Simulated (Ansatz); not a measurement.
Crystal: HfRu3.

```xyz
4
Lattice="3.9558 0.0000 0.0000 0.0000 3.9558 0.0000 0.0000 0.0000 3.9558" Properties=species:S:1:pos:R:3 pbc="T T T"
Hf    0.0000    0.0000    0.0000
Ru    0.0000    1.9779    1.9779
Ru    1.9779    0.0000    1.9779
Ru    1.9779    1.9779    0.0000
```

The cell comes from a database or a generator and needn't be the stable form of this composition.

- Program: Ansatz 0.2.0
- Task: relaxation of cell and atoms
- Functional: PBEsol
- Dispersion: D4
- Potentials or basis: Ansatz PAW
- Cutoff: 420 eV (not typed: the program's choice for these potentials)
- k mesh: 7 × 7 × 7
- Occupations: fermi-dirac, width 0.05 eV
- Spin: no spin polarisation

At the start: volume 15.48 Å³/atom.

Question: How do energy, volume and symmetry change on relaxing?

Answer: It ends after 5 steps and the volume is 14.71 Å³/atom (-5.0 %); space group Pm-3m (No. 221, to 0.05 Å).

Step by step:
```tsv
step	energy change (eV)	largest force (eV/Å)	volume (Å³)
1	0.0000	0.0000	61.90
2	-0.1181	0.0000	59.31
3	-0.1215	0.0000	58.84
4	-0.1215	0.0000	58.83
5	-0.1203	0.0000	58.83
```

Final structure:
```xyz
4
Lattice="3.8892 0.0000 0.0000 0.0000 3.8892 0.0000 0.0000 0.0000 3.8892" Properties=species:S:1:pos:R:3 pbc="T T T"
Hf    0.0000    0.0000    0.0000
Ru    0.0000    1.9446    1.9446
Ru    1.9446    0.0000    1.9446
Ru    1.9446    1.9446    0.0000
```

Caveat: the plane-wave basis is chosen anew once the cell has moved, so the energies of steps on either side of that aren't comparable; pairwise dispersion overbinds metals, which lowers pressure and volume; the PAW data sets come from PBE, with cores solved anew for the run's functional, which leaves a small shift of forces and pressure.
